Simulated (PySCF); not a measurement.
# BeBrCl₂−, a complex of two parts: interaction energy

The task here is to estimate one member of a computed series from the others.

Computed with PySCF 2.14.0; each step states its level. No surroundings beyond the atoms listed, unless a continuum is named. Atoms count from 0, parts from 1.

### Starting point

4 atoms, charge -1, multiplicity 1; geometry: GFN2-xTB. Parts: 1 = atoms 0–2, `[Cl][Be][Cl]`, charge 0; 2 = atom 3, `[Br-]`, charge -1.

Set-up of the first run:

The job: settings as JSON, then the geometry in Å.

```
{"job": {"xc": "PBE0", "basis": "def2-TZVPD", "d3": "d3bj", "grid": 3, "kind": "geom", "shake": 0.01}, "charge": -1, "multiplicity": 1, "parts": [{"atoms": "0-2", "charge": 0, "multiplicity": 1}, {"atoms": "3-3", "charge": -1, "multiplicity": 1}]}
Cl    -0.660758    -0.994270     1.186902
Be     0.032773    -0.443471    -0.509012
Cl     0.623823     1.358441    -0.729906
Br     0.192310    -1.776128    -2.067946
```

Command:

```
> OMP_NUM_THREADS=1 python cluster_run.py task.json out
```

This one command runs all jobs of the session in turn.

Steps of the session up to this table: Relaxing the molecule at PBE0-D3(BJ)/def2-TZVPD; Coupled-cluster interaction energy: CCSD(T) and MP2, 2.11 Å; Coupled-cluster interaction energy: CCSD(T) and MP2, 2.21 Å; Coupled-cluster interaction energy: CCSD(T) and MP2, 2.32 Å; Coupled-cluster interaction energy: CCSD(T) and MP2, 2.00 Å; Coupled-cluster interaction energy: CCSD(T) and MP2, 2.63 Å; Coupled-cluster interaction energy: CCSD(T) and MP2, 1.90 Å; Coupled-cluster interaction energy: CCSD(T) and MP2, 3.16 Å; Coupled-cluster interaction energy: CCSD(T) and MP2, 4.22 Å.

One of the session's tables, all rows but one given; the rest of the session is left out.

It belongs to the step «Coupled-cluster interaction energy: CCSD(T) and MP2, 4.22 Å». 

| method | interaction energy (kcal/mol) |
| --- | --- |
| HF/aug-cc-pVDZ | -19.05 |
| MP2/aug-cc-pVDZ | -18.81 |
| CCSD/aug-cc-pVDZ | -18.69 |
| CCSD(T)/aug-cc-pVDZ | -18.64 |
| HF/aug-cc-pVQZ | -18.97 |
| MP2/aug-cc-pVQZ | -18.86 |
| SCS-MP2/aug-cc-pVQZ | -18.69 |
| MP2, extrapolated | ? |
| CCSD(T), limit estimate | -18.74 |

Q: Estimate the row for MP2, extrapolated from the others.

**Answer.** interaction energy (kcal/mol): -18.91. In the column «interaction energy (kcal/mol)» it lies between HF/aug-cc-pVQZ (-18.97) and MP2/aug-cc-pVQZ (-18.86).
